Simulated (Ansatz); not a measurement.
# Al3P2: the cost of one run

Computed with Ansatz 0.2.0 (DFT PBE, scalar-relativistic, plane waves, PAW, unless a step's input says otherwise).

### 1 The system as given

It takes space group Pmmm (No. 47, orthorhombic). Conventional cell: a = 3.990 Å, b = 4.909 Å, c = 5.917 Å, α = 90.00°, β = 90.00°, γ = 90.00°. Al (site symmetry mmm) is surrounded by 2 P at 2.00 Å. Al (site symmetry mmm) is surrounded by 2 Al at 2.00 Å. Around P (site symmetry mmm) lie 2 P at 2.45 Å. Around P (site symmetry mmm) lie 2 Al at 2.00 Å.

Coordinates:

```
Al P
1.0
     3.99016    0.00000    0.00000
     0.00000    4.90865    0.00000
     0.00000    0.00000    5.91748
Al P
3 2
Direct
  0.00000 0.00000 0.50000
  0.50000 0.00000 0.00000
  0.00000 0.00000 0.00000
  0.50000 0.50000 0.50000
  0.50000 0.00000 0.50000
```

The cell is invented: species swapped into a database cell of Zr3Cd2 (Pmmm, No. 47), with Al on the Zr sites and P on the Cd sites. The dimensions are guesses.

### 2 The guess as it stands, on a coarse mesh

Input file input.yaml:

```yaml
crystal:
  lattice:
    - [3.99016064, 0.0, 0.0]
    - [0.0, 4.90865026, 0.0]
    - [0.0, 0.0, 5.9174834]
  atoms:
    - { symbol: Al, position: [0.0, 0.0, 0.5] }
    - { symbol: Al, position: [0.5, 0.0, 0.0] }
    - { symbol: Al, position: [0.0, 0.0, 0.0] }
    - { symbol: P, position: [0.5, 0.5, 0.5] }
    - { symbol: P, position: [0.5, 0.0, 0.5] }
basis:
  ecutwfc: 420
kpoints:
  mp_grid: { grid: [4, 4, 4] }
hamiltonian:
  xc: pbe
scf:
  occupations: { method: gaussian, width: 0.1 }
  lower_state_search: "off"
output:
  forces: true
  stress: true
  eigenvalues: true
```

Run with:

```
> ansatz run input.yaml --threads 1 --pin off --max-ram 2560MiB --backend cpu --events-out ev --progress --plain --runs-dir out
```

Q: Estimate wall time and peak memory on 1 thread of Intel Xeon Platinum 8488C (Sapphire Rapids), shared host.

About 2.7 s, with a peak of 0.4 GiB.
